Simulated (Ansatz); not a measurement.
# GeNH3 (SMILES [NH2][GeH]): one structure at several levels

An exercise on one series of results from a longer session: the logs are not shown, and one member is left open.

The runs use Ansatz 0.2.0, Gaussian basis; single points in def2-TZVPP.

Correlated methods freeze the cores. Filled d shells of the heavier atoms are correlated. B3LYP uses VWN-RPA correlation.

**Where the work starts**

SMILES `[NH2][GeH]`, 5 atoms, charge 0, spin multiplicity 1.

Atoms are counted from 1 here; the program's logs count them from 0.

Bond lengths: N1–Ge2 1.793 Å, N1–H3 1.080 Å, N1–H4 1.047 Å, Ge2–H5 1.532 Å. Angles: Ge2–N1–H3 113.6°, Ge2–N1–H4 141.7°, H3–N1–H4 103.8°, N1–Ge2–H5 87.9°.

As a file:

```csv
atom,x (Å),y (Å),z (Å)
N1,-0.0882,-0.5602,0.0614
Ge2,0.9988,0.8369,0.3490
H3,0.2280,-1.4643,0.5602
H4,-1.0357,-0.7999,-0.3142
H5,0.0226,1.6917,-0.4664
```

Set-up of the first run:

run/in.yaml reads:

```yaml
crystal:
  periodic: [false, false, false]
  atoms:
    - {symbol: N, position_ang: [-0.088200, -0.560200, 0.061400]}
    - {symbol: Ge, position_ang: [0.998800, 0.836900, 0.349000]}
    - {symbol: H, position_ang: [0.228000, -1.464300, 0.560200]}
    - {symbol: H, position_ang: [-1.035700, -0.799900, -0.314200]}
    - {symbol: H, position_ang: [0.022600, 1.691700, -0.466400]}
basis:
  gaussian: {orbitals: def2-TZVPP}
correlation: {method: ccsd_t}
output: {forces: true}
```

No record of the launch command was kept for these runs.

Steps of the session up to this table: CCSD(T)/def2-TZVPP; PBE0-D4/def2-TZVPP; wB97M-V/def2-TZVPP; r2SCAN-D4/def2-TZVPP; PBE-D4/def2-TZVPP; B3LYP-D4/def2-TZVPP; SPW92/def2-TZVPP.

One of the session's tables, all rows but one given; the rest of the session is left out.

```
   method  RMS force component (eV/Å)  angle to CCSD(T) forces (°)  dipole (D)
  CCSD(T)                       1.355                    reference        1.53
  PBE0-D4                       1.368                          2.7        1.51
  wB97M-V                       1.376                          1.3        1.41
r2SCAN-D4                           ?                            ?           ?
   PBE-D4                       1.278                          9.5        1.61
 B3LYP-D4                       1.393                          4.0        1.46
    SPW92                       1.115                          8.5        1.69
```

Q: Estimate the row for r2SCAN-D4 from the others.

As computed: RMS force component (eV/Å): 1.323; angle to CCSD(T) forces (°): 2.3; dipole (D): 1.63. In the column «RMS force component (eV/Å)» it lies between PBE-D4 (1.278) and CCSD(T) (1.355).
